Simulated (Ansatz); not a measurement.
# CrCuSe2: the cost of one run

Computed with Ansatz 0.2.0 (DFT PBEsol+U (U = 4 eV, J = 0.9 eV on Cr d), plane waves, PAW, unless a step's input says otherwise).

2 further runs of the same task are left out: 2 that didn't finish. Runs told in other sessions of the task aren't counted.

### Step 1. Starting point

Symmetry: R-3m, No. 166, trigonal system. The conventional cell has a = 3.745 Å, b = 3.745 Å, c = 20.393 Å, α = 90.00°, β = 90.00°, γ = 120.00°. Cu (site symmetry -3m) has 6 Se at 2.97 Å in its first shell of neighbours. Around Cr (site symmetry -3m) lie 6 Se at 2.55 Å. Se (site symmetry 3m) has 3 Cr at 2.55 Å and 3 Cu at 2.97 Å in its first shell of neighbours.

As a file:

```
CELL_PARAMETERS angstrom
1.87244 -1.08105 13.59535
-1.87244 -1.08105 13.59535
0.00000 -4.32422 13.59535
ATOMIC_POSITIONS crystal
Cu 0.50000 0.50000 0.75000
Cr 0.00000 0.00000 0.00000
Se 0.26670 0.26670 0.86665
Se 0.73330 0.73330 0.63335
Cu 0.50000 0.50000 0.25000
Cr 0.00000 0.00000 0.50000
Se 0.26670 0.26670 0.36665
Se 0.73330 0.73330 0.13335
```

An earlier series on this cell reached its lowest free state from «antiferromagnetic site moments held at first, then free», perhaps among other starts.

### Step 2. Antiferromagnetic start, free

The input, input.yaml:

```yaml
crystal:
  lattice:
    - [1.87244041, -1.08105398, 13.5953464]
    - [-1.87244041, -1.08105398, 13.5953464]
    - [0.0, -4.3242159, 13.5953464]
  atoms:
    - { symbol: Cu, position: [0.5, 0.5, 0.75] }
    - { symbol: Cr, position: [0.0, 0.0, 0.0], spin: 3.0 }
    - { symbol: Se, position: [0.2667, 0.2667, 0.86665] }
    - { symbol: Se, position: [0.7333, 0.7333, 0.63335] }
    - { symbol: Cu, position: [0.5, 0.5, 0.25] }
    - { symbol: Cr, position: [0.0, 0.0, 0.5], spin: -3.0 }
    - { symbol: Se, position: [0.2667, 0.2667, 0.36665] }
    - { symbol: Se, position: [0.7333, 0.7333, 0.13335] }
basis:
  ecutwfc: 420
  ecutrho_ratio: 4
kpoints:
  mp_grid: { grid: [6, 6, 6] }
hamiltonian:
  xc: pbesol
  hubbard:
    sites:
      - { site: 1, l: d, u: 4.0, j: 0.9, starting_ns: [{ spin: up, occupation_matrix: s1up }, { spin: down, occupation_matrix: s1down }] }
      - { site: 5, l: d, u: 4.0, j: 0.9, starting_ns: [{ spin: up, occupation_matrix: s5up }, { spin: down, occupation_matrix: s5down }] }
    occupation_matrices:
      s1up:
        matrix:
          - [0.97, 0.0, 0.0, 0.0, 0.0]
          - [0.0, 0.34262, 0.0, 0.0, 0.44989]
          - [0.0, 0.0, 0.34262, 0.44989, 0.0]
          - [0.0, 0.0, 0.44989, 0.64738, 0.0]
          - [0.0, 0.44989, 0.0, 0.0, 0.64738]
      s1down:
        matrix:
          - [0.02, 0.0, 0.0, 0.0, 0.0]
          - [0.0, 0.02, 0.0, 0.0, 0.0]
          - [0.0, 0.0, 0.02, 0.0, 0.0]
          - [0.0, 0.0, 0.0, 0.02, 0.0]
          - [0.0, 0.0, 0.0, 0.0, 0.02]
      s5up:
        matrix:
          - [0.02, 0.0, 0.0, 0.0, 0.0]
          - [0.0, 0.02, 0.0, 0.0, 0.0]
          - [0.0, 0.0, 0.02, 0.0, 0.0]
          - [0.0, 0.0, 0.0, 0.02, 0.0]
          - [0.0, 0.0, 0.0, 0.0, 0.02]
      s5down:
        matrix:
          - [0.97, 0.0, 0.0, 0.0, 0.0]
          - [0.0, 0.34262, 0.0, 0.0, 0.44989]
          - [0.0, 0.0, 0.34262, 0.44989, 0.0]
          - [0.0, 0.0, 0.44989, 0.64738, 0.0]
          - [0.0, 0.44989, 0.0, 0.0, 0.64738]
    ns_hold: { iters: 8 }
scf:
  occupations: { method: gaussian, width: 0.05 }
  lower_state_search: "off"
  max_iter: 150
output:
  forces: true
  stress: true
  eigenvalues: true
  populations: true
  hubbard: { sites: [{ site: 1, l: d }, { site: 5, l: d }] }
  write_density: true
  write_potential: true
  elf: true
  volumetric_format: npy
magnetization:
  spin_polarized: true
```

The typed matrices put 0.97 on the chosen orbitals and 0.02 on the others, and are held for 8 cycles.

On the command line:

```
$ ansatz run input.yaml --threads 4 --pin off --max-ram 6144MiB --backend cpu --events-out ev --progress --plain --runs-dir out
```

Q: Estimate wall time and peak memory on 4 threads of Arm Neoverse V2, shared host.

About 29 s, with a peak of 2 GiB.
